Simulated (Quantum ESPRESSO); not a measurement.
Write the native input for Quantum ESPRESSO 7.5 that does the following.

```
Task                : single point
Functional          : PBE
Potentials or basis : GBRV 1.5 PBE
Cutoff              : 762 eV
Density cutoff      : 6123 eV
k mesh              : 32 × 32 × 32
Occupations         : methfessel-paxton, width 0.2 eV
Spin                : no spin polarisation
Mixing beta         : 0.5
Most SCF iterations : 120
SCF threshold       : 2e-10 Ry
Tstress             : yes
Forc conv thr       : 0.0001 Ry/bohr
```

The system is Au.

```
Au
1.0
     0.00000    2.07880    2.05801
     2.07880    0.00000    2.05801
     2.07880    2.07880    0.00000
Au
1
Direct
  0.00000 0.00000 0.00000
```

The cell was built by a generator and needn't be a form met in nature.

These files were run (other wordings do the same):

pw.in

```
&CONTROL
  calculation = 'scf'
  prefix = 'pwscf'
  outdir = './tmp'
  pseudo_dir = './pseudo'
  tprnfor = .true.
  tstress = .true.
  disk_io = 'nowf'
  forc_conv_thr = 0.0001
/
&SYSTEM
  ibrav = 0
  nat = 1
  ntyp = 1
  ecutwfc = 56
  ecutrho = 450
  nbnd = 11
  occupations = 'smearing'
  smearing = 'mp'
  degauss = 0.01469973
/
&ELECTRONS
  conv_thr = 2d-10
  electron_maxstep = 120
  mixing_beta = 0.5
/
ATOMIC_SPECIES
Au   196.9666 au_pbe_v1.uspp.F.UPF
CELL_PARAMETERS angstrom
   0.0000000000    2.0788010000    2.0580129900
   2.0788010000    0.0000000000    2.0580129900
   2.0788010000    2.0788010000    0.0000000000
ATOMIC_POSITIONS crystal
Au     0.0000000000    0.0000000000    0.0000000000
K_POINTS automatic
32 32 32 0 0 0
```

Potentials or basis: GBRV 1.5 PBE.

The run is started by

```sh
$ OMP_NUM_THREADS=1 mpirun -n 4 pw.x -nk 4 -in pw.in > pw.out
```

Results of the run:

- Pressure: 1.1 GPa
- Band gap on the k mesh: none (metal or under the smearing width)

Run time: 97 s on 4 MPI ranks on Arm Neoverse V2, on a shared host, peak memory 0.64 GiB a rank.
